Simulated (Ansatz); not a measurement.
MnPt2:

```
Pt Mn
1.0
     2.85840    0.00000    0.00000
    -1.42920    2.47545    0.00000
     0.00000    0.00000    6.53250
Pt Mn
2 1
Direct
  0.66667 0.33333 0.31621
  0.33333 0.66667 0.68379
  0.00000 0.00000 0.00000
```

The cell comes from a database or a generator and needn't be the stable form of this composition.

| Quantity | Value |
| --- | --- |
| Program | Ansatz 0.2.0 |
| Task | single point |
| Functional | PBEsol |
| Potentials or basis | all-electron LAPW, scalar-relativistic |
| Cutoff | 282 eV (chosen from the basis error) |
| Basis error allowed | 0.001 eV/atom |
| k mesh | 11 × 11 × 4 |
| Occupations | fermi-dirac, width 0.05 eV |
| Spin | collinear spin, ferromagnetic start |
| Starting moments | [0.0, 0.0, 4.0] μB |

On this cell: pressure -9.2 GPa; largest force 0.027 eV/Å; net moment 4.51 μB per cell; site moments Pt +0.31; Mn +3.78 μB; band gap on the k mesh none (metal or under the smearing width).

The same run follows on a disturbed copy (atoms moved at random, drawn with an rms of 0.05 Å):

```
Pt Mn
1.0
     2.85840    0.00000    0.00000
    -1.42920    2.47545    0.00000
     0.00000    0.00000    6.53250
Pt Mn
2 1
Direct
  0.66851 0.34989 0.31522
  0.34493 0.66798 0.68071
  0.96916 0.97238 0.99415
```

Question: What changes?

Answer: The energy (extrapolated to zero smearing) moves by +6.9 meV/atom; pressure -9.0 GPa; largest force 0.408 eV/Å; net moment 4.52 μB per cell; site moments Pt +0.31, +0.32; Mn +3.76 μB; band gap on the k mesh none (metal or under the smearing width).

Forces on the atoms (eV/Å):
```
Pt  -0.006 -0.156 -0.176
Pt  -0.146 -0.083 -0.117
Mn   0.152  0.239  0.294
```

Stress tensor (GPa, compression positive):
```
-10.08   0.20   0.33
  0.20 -10.05  -0.03
  0.33  -0.03  -6.82
```
